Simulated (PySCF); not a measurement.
# triplet CH6Ge: levels of theory compared

We compute a comparison of 6 runs (UHF/STO-3G, UHF/3-21G, UB3LYP/6-31G*, U-wB97M-V/def2-SVPD, UB2PLYP/def2-SVPD, USCS-MP2/def2-SVPD) of triplet CH6Ge. The job is set up through a Python script.

The results are computed with PySCF 2.14.0.

4 further runs of the same task are left out: 1 that didn't finish, 3 set aside as unsound or not needed.

## Step 1: The structure to begin with

CH6Ge has 8 atoms, charge 0, and is taken as a triplet. As SMILES of the parent species, `[CH3][GeH3]`. Geometry: relaxed at PBE0-D4/def2-TZVP. That shape belongs to the parent species and isn't relaxed for this state.

Bond lengths: C1–Ge2 1.953 Å, C1–H3 1.090 Å, C1–H4 1.090 Å, C1–H5 1.091 Å, Ge2–H6 1.539 Å, Ge2–H7 1.539 Å, Ge2–H8 1.539 Å. Some angles: C1–Ge2–H6 110.4°, C1–Ge2–H7 110.4°, C1–Ge2–H8 110.4°, Ge2–C1–H3 110.3°, Ge2–C1–H4 110.3°, Ge2–C1–H5 110.3°, H6–Ge2–H7 108.5°, H6–Ge2–H8 108.5°, H7–Ge2–H8 108.5°, H3–C1–H4 108.6°.

## Step 2: The energy at UHF/STO-3G (run 1)

run.py

```python
from pyscf import gto

molecule = gto.Mole()
molecule.atom = '''
C       -0.310900       0.190300      -0.971400
Ge       0.296900      -0.181900       0.846700
H       -1.380100       0.404200      -0.976500
H        0.218800       1.052200      -1.378400
H       -0.124600      -0.669400      -1.616000
H        0.030700       1.028200       1.760100
H        1.807100      -0.479600       0.857700
H       -0.445700      -1.401200       1.422100
'''
molecule.verbose = 3
molecule.spin = 2
molecule.max_memory = 1860
molecule.basis = 'sto-3g'
molecule.build()

mf = molecule.UHF()
mf.conv_tol = 1e-10
mf.kernel()
if not mf.converged:
    mf = mf.newton().run(mf.mo_coeff, mf.mo_occ)

e_final = mf.e_tot
print('Final energy', e_final)
```

On the command line:

```bash
$ OMP_NUM_THREADS=1 python run.py
```

What it wrote:

```text
WARN: HOMO 0.126453219525096 >= LUMO -0.511076701790642

WARN: HOMO 0.135946978561981 >= LUMO 0.0923219645886737

WARN: HOMO 0.0516350186447889 >= LUMO 0.0508667072966511

converged SCF energy = -2092.24203036105  <S^2> = 2.0137499  2S+1 = 3.0091527
Final energy -2092.242030361049
```

It took 0.93 s on 1 thread of Arm Neoverse V1, shared host; peak memory 0.12 GiB.

## Step 3: A single-point energy at UHF/3-21G (run 2)

input.py

```python
from pyscf import gto

mol = gto.M(
    atom='''
C   -0.310900   0.190300  -0.971400
Ge   0.296900  -0.181900   0.846700
H   -1.380100   0.404200  -0.976500
H    0.218800   1.052200  -1.378400
H   -0.124600  -0.669400  -1.616000
H    0.030700   1.028200   1.760100
H    1.807100  -0.479600   0.857700
H   -0.445700  -1.401200   1.422100
''',
    spin=2,
    max_memory=1860,
    basis='3-21g',
    verbose=3,
)

myscf = mol.UHF()
myscf.conv_tol = 1e-10
myscf.kernel()
if not myscf.converged:
    myscf = myscf.newton().run(myscf.mo_coeff, myscf.mo_occ)

e_tot = myscf.e_tot
print('E = %.10f Eh' % e_tot)
```

On the command line:

```bash
$ OMP_NUM_THREADS=1 python input.py
```

What it wrote:

```text
WARN: HOMO 0.0865798900424399 >= LUMO -0.367280595120501

WARN: HOMO -0.0979612435208934 >= LUMO -0.154754630744935

WARN: HOMO -0.0863858681269294 >= LUMO -0.103089394326419

WARN: HOMO -0.0925380356583405 >= LUMO -0.0985547932139865

converged SCF energy = -2106.15444541924  <S^2> = 2.0088237  2S+1 = 3.0058767
E = -2106.1544454192 Eh
```

It took 0.97 s on 1 thread of Arm Neoverse V1, shared host; peak memory 0.12 GiB.

## Step 4: A single-point energy at UB3LYP/6-31G(d) (spherical functions) (run 3)

calc.py

```python
from pyscf import gto, dft

mol = gto.Mole()
mol.atom = '''
C       -0.310900       0.190300      -0.971400
Ge       0.296900      -0.181900       0.846700
H       -1.380100       0.404200      -0.976500
H        0.218800       1.052200      -1.378400
H       -0.124600      -0.669400      -1.616000
H        0.030700       1.028200       1.760100
H        1.807100      -0.479600       0.857700
H       -0.445700      -1.401200       1.422100
'''
mol.spin = 2
mol.basis = '6-31g*'
mol.verbose = 3
mol.max_memory = 1860
mol.build()

mf = dft.UKS(mol, xc='b3lyp')
mf.conv_tol = 1e-10
mf.grids.level = 5
mf.kernel()
if not mf.converged:
    mf = mf.newton().run(mf.mo_coeff, mf.mo_occ)

energy = mf.e_tot
print('E = %.10f Eh' % energy)
```

On the command line:

```bash
$ OMP_NUM_THREADS=1 python calc.py
```

What it wrote:

```text
WARN: HOMO -0.0050157830848816 >= LUMO -0.348974155573474

WARN: HOMO -0.0325645436188085 >= LUMO -0.258278397315241

WARN: HOMO -0.0309530252667503 >= LUMO -0.311768728596664

WARN: HOMO -0.0289496089358865 >= LUMO -0.300127823819857

WARN: HOMO -0.0388855382085143 >= LUMO -0.296432432774741

WARN: HOMO -0.0391901044751748 >= LUMO -0.284798017922375

WARN: HOMO -0.0436404940667066 >= LUMO -0.276995073975214

WARN: HOMO -0.0443679105609474 >= LUMO -0.27340693890604

WARN: HOMO -0.0447826076307889 >= LUMO -0.270296911088147

WARN: HOMO -0.0449891328511094 >= LUMO -0.270418252189641

WARN: HOMO -0.0450508318921048 >= LUMO -0.27026180924866

WARN: HOMO -0.0450658434917344 >= LUMO -0.270225751379098

WARN: HOMO -0.045061344326069 >= LUMO -0.270223464115841

WARN: HOMO -0.0450629940111589 >= LUMO -0.270218513195831

WARN: HOMO -0.0450627468247178 >= LUMO -0.270208734201263

WARN: HOMO -0.0450616062852007 >= LUMO -0.270207787240559

WARN: HOMO -0.0450626019571367 >= LUMO -0.270208946339394

WARN: HOMO -0.0450618529053153 >= LUMO -0.270208344115263

WARN: HOMO -0.0450621715954824 >= LUMO -0.270209033660139

WARN: HOMO -0.045062038863819 >= LUMO -0.270209065168617

converged SCF energy = -2118.17921374038  <S^2> = 2.0022097  2S+1 = 3.0014728
E = -2118.1792137404 Eh
```

Run time: 30 s. Hardware: 1 thread of Arm Neoverse V1, shared host; peak memory 0.34 GiB.

Runs 4 to 5 aren't shown in full; the table further down has their settings and results.

## Step 5: A single-point energy at USCS-MP2/def2-SVPD (run 6)

job.py

```python
from pyscf import gto, scf, mp

mol = gto.Mole()
mol.atom = '''
C     -0.587516     0.359615    -1.835680
Ge     0.561060    -0.343741     1.600031
H     -2.608011     0.763827    -1.845318
H      0.413472     1.988370    -2.604798
H     -0.235460    -1.264983    -3.053797
H      0.058015     1.943016     3.326107
H      3.414924    -0.906313     1.620818
H     -0.842251    -2.647884     2.687380
'''
mol.max_memory = 1860
mol.spin = 2
mol.basis = 'def2-svpd'
mol.unit = 'bohr'
mol.verbose = 3
mol.build()

myscf = scf.UHF(mol)
myscf.conv_tol = 1e-10
myscf.kernel()
if not myscf.converged:
    myscf = myscf.newton().run(myscf.mo_coeff, myscf.mo_occ)

pt = mp.MP2(myscf, frozen=10).run()
e_tot = myscf.e_tot + 1.2 * pt.e_corr_os + pt.e_corr_ss / 3
print('E = %.10f Eh' % e_tot)
```

On the command line:

```bash
$ OMP_NUM_THREADS=1 python job.py
```

What it wrote:

```text
WARN: HOMO 0.0593143849785047 >= LUMO -0.339560426422292

WARN: HOMO -0.116003540504417 >= LUMO -0.252880941489504

WARN: HOMO -0.1002026304589 >= LUMO -0.162362103063549

WARN: HOMO -0.0982561598567022 >= LUMO -0.143116377565295

WARN: HOMO -0.0991976654229796 >= LUMO -0.143475000739747

WARN: HOMO -0.0997609417316245 >= LUMO -0.141345731225377

WARN: HOMO -0.100298295126708 >= LUMO -0.138982612184648

WARN: HOMO -0.101134107375608 >= LUMO -0.136515663182813

WARN: HOMO -0.101549297932056 >= LUMO -0.134654511301042

WARN: HOMO -0.101640564841227 >= LUMO -0.133181077692907

WARN: HOMO -0.101591588071929 >= LUMO -0.132669487464816

WARN: HOMO -0.101637553341605 >= LUMO -0.13251476715093

WARN: HOMO -0.101621051024131 >= LUMO -0.132513966060351

WARN: HOMO -0.101637094415981 >= LUMO -0.13247861815608

WARN: HOMO -0.101629663909663 >= LUMO -0.13248221190783

WARN: HOMO -0.1016329155582 >= LUMO -0.132485530905559

WARN: HOMO -0.101634635526102 >= LUMO -0.132484971618077

WARN: HOMO -0.101634181869919 >= LUMO -0.132485365350377

WARN: HOMO -0.101634180912052 >= LUMO -0.132485185506642

converged SCF energy = -2116.14410273319  <S^2> = 2.00943  2S+1 = 3.0062801
E(UMP2) = -2116.53619060834  E_corr = -0.392087875143275
E(SCS-UMP2) = -2116.52664379297  E_corr = -0.382541059774531
E = -2116.5266437930 Eh
```

Wall time 6.9 s (1 thread of Arm Neoverse V1, shared host); peak memory 0.3 GiB.

## Step 6: Overview of the runs

```tsv
run	level	integration grid	nlc grid	energy (Eh)	dipole moment (D) of the reference	⟨S²⟩	wall time
1	UHF/STO-3G	–	–	-2092.242030	1.44	2.014	0.93 s
2	UHF/3-21G	–	–	-2106.154445	4.01	2.009	0.97 s
3	UB3LYP/6-31G* (spherical functions)	5	–	-2118.179214	2.95	2.002	30 s
4	U-wB97M-V/def2-SVPD	5	1	-2117.960632	1.11	2.003	3.4 min
5	UB2PLYP/def2-SVPD	5	–	-2117.698200	0.20	2.005	55 s
6	USCS-MP2/def2-SVPD	–	–	-2116.526644	0.25	2.009	6.9 s
```

## Step 7: Summary of results

| quantity | value |
| --- | --- |
| run 6: total energy | -2116.52664 Eh |
| run 6: dipole moment (Hartree–Fock density) | 0.25 D |
| run 6: HOMO energy (Hartree–Fock orbitals) (highest over α and β) | -2.77 eV |
| run 6: correlation energy (10 core orbitals frozen) | -382.5 mEh |
| run 6: ⟨S²⟩ of the reference determinant | 2.009 |

Over runs 1, 2, 3, 4, 5 the dipole moment (its size) runs from 0.20 D (UB2PLYP/def2-SVPD) to 4.01 D (UHF/3-21G). The two ends differ in method and basis. A double hybrid's value is that of its SCF part. Totals of different functionals can't be ranked against each other. In run 1 the basis is minimal, so the values are rough. All runs together took 5 min, the longest 3.4 min.
